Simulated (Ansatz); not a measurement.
**CH4GaOS radical: a ladder of functionals and wavefunction methods**

One table from this session's results is given with a row withheld; the runs are named, their logs left out.

Method: functionals in def2-TZVPP, the program's frozen cores in correlated methods; program: Ansatz 0.2.0, Gaussian basis.

Plan: LDA (SPW92), PBE-D4, revPBE-D4, BLYP-D4, r2SCAN-D4, B97M-V, PBE0-D4, B3LYP-D4, r2SCANh-D4, r2SCAN0-D4, HSE06-D4, BHLYP-D4, CAM-B3LYP-D4, LC-ωPBE, ωB97X-V, ωB97M-V, B2PLYP, PBE-QIDH; CCSD(T)/def2-SVP; CCSD(T)/def2-TZVPP; MP2/def2-QZVPP; extrapolation to the limit; RPA on PBE.

## Structure used throughout

All runs share one geometry, relaxed beforehand with PBE0-D4 in a triple-zeta def2 set.

8 atoms, charge 0, spin multiplicity 2.

Atoms are counted from 1 here; the program's logs count them from 0.

Bond lengths: C1–O2 1.403 Å, C1–H5 1.095 Å, C1–H6 1.095 Å, C1–H7 1.097 Å, O2–Ga3 1.795 Å, Ga3–S4 2.236 Å, S4–H8 1.347 Å. Angles: O2–C1–H5 109.7°, O2–C1–H6 110.0°, O2–C1–H7 113.3°, H5–C1–H6 108.2°, H5–C1–H7 107.8°, H6–C1–H7 107.8°, C1–O2–Ga3 128.2°, O2–Ga3–S4 111.8°, Ga3–S4–H8 89.9°.

As a file:

```xyz
8
charge 0, multiplicity 2
C    -0.52631    1.27460    0.51915
O    -0.01838    0.14996   -0.14815
Ga    0.39081   -1.45768    0.53697
S     1.15327   -2.85899   -1.02982
H     0.13607    2.13130    0.35511
H    -1.51628    1.52819    0.12458
H    -0.62364    1.12881    1.60173
H     1.00447   -1.89620   -1.95957
```

Set-up of the first run:

Contents of in.yaml:

```yaml
crystal:
  periodic: [false, false, false]
  atoms:
    - {symbol: C, position_ang: [-0.526315, 1.274600, 0.519151]}
    - {symbol: O, position_ang: [-0.018384, 0.149960, -0.148153]}
    - {symbol: Ga, position_ang: [0.390807, -1.457685, 0.536974]}
    - {symbol: S, position_ang: [1.153266, -2.858994, -1.029816]}
    - {symbol: H, position_ang: [0.136071, 2.131305, 0.355109]}
    - {symbol: H, position_ang: [-1.516281, 1.528194, 0.124578]}
    - {symbol: H, position_ang: [-0.623644, 1.128807, 1.601726]}
    - {symbol: H, position_ang: [1.004469, -1.896196, -1.959568]}
basis:
  gaussian: {orbitals: def2-TZVPP}
magnetization: {spin_polarized: true, initial_magnetization: 1}
hamiltonian: {xc: lda}
output: {orbitals: {seedname: orbitals}}
```

Steps of the session up to this table: LDA; PBE-D4 (GGA); revPBE-D4 (GGA); BLYP-D4 (GGA); r2SCAN-D4 (meta-GGA); B97M-V (meta-GGA); PBE0-D4 (hybrid); B3LYP-D4 (hybrid); r2SCANh-D4 (hybrid); r2SCAN0-D4 (hybrid); HSE06-D4 (hybrid); BHLYP-D4 (hybrid); CAM-B3LYP-D4 (range-separated); LC-ωPBE (range-separated); ωB97X-V (range-separated); ωB97M-V (range-separated); B2PLYP (double hybrid); PBE-QIDH (double hybrid).

One of the session's tables, all rows but one given; the rest of the session is left out.

It belongs to the step «Frontier levels by functional». 

| functional | HOMO (eV) | LUMO (eV) | gap (eV) |
| --- | --- | --- | --- |
| LDA (SPW92) | -5.27 | -4.48 | 0.79 |
| PBE-D4 | -5.18 | -4.13 | 1.05 |
| revPBE-D4 | -5.14 | -3.99 | 1.15 |
| BLYP-D4 | -4.99 | -4.16 | 0.83 |
| r2SCAN-D4 | -5.56 | -3.81 | 1.75 |
| B97M-V | -5.34 | -4.30 | 1.04 |
| PBE0-D4 | -6.30 | -3.27 | 3.03 |
| B3LYP-D4 | -6.04 | -3.67 | 2.37 |
| r2SCANh-D4 | -5.97 | -3.51 | 2.46 |
| r2SCAN0-D4 | -6.58 | -3.06 | 3.52 |
| HSE06-D4 | ? | ? | ? |
| BHLYP-D4 | -7.22 | -2.54 | 4.67 |
| CAM-B3LYP-D4 | -7.50 | -2.45 | 5.05 |
| LC-ωPBE | -8.86 | -1.01 | 7.86 |
| ωB97X-V | -8.39 | -1.43 | 6.96 |
| ωB97M-V | -8.28 | -1.61 | 6.67 |

Q: Estimate the row for HSE06-D4 from the others.

**Answer.** HOMO (eV): -5.90; LUMO (eV): -3.64; gap (eV): 2.26. In the column «HOMO (eV)» it lies between r2SCANh-D4 (-5.97) and r2SCAN-D4 (-5.56).
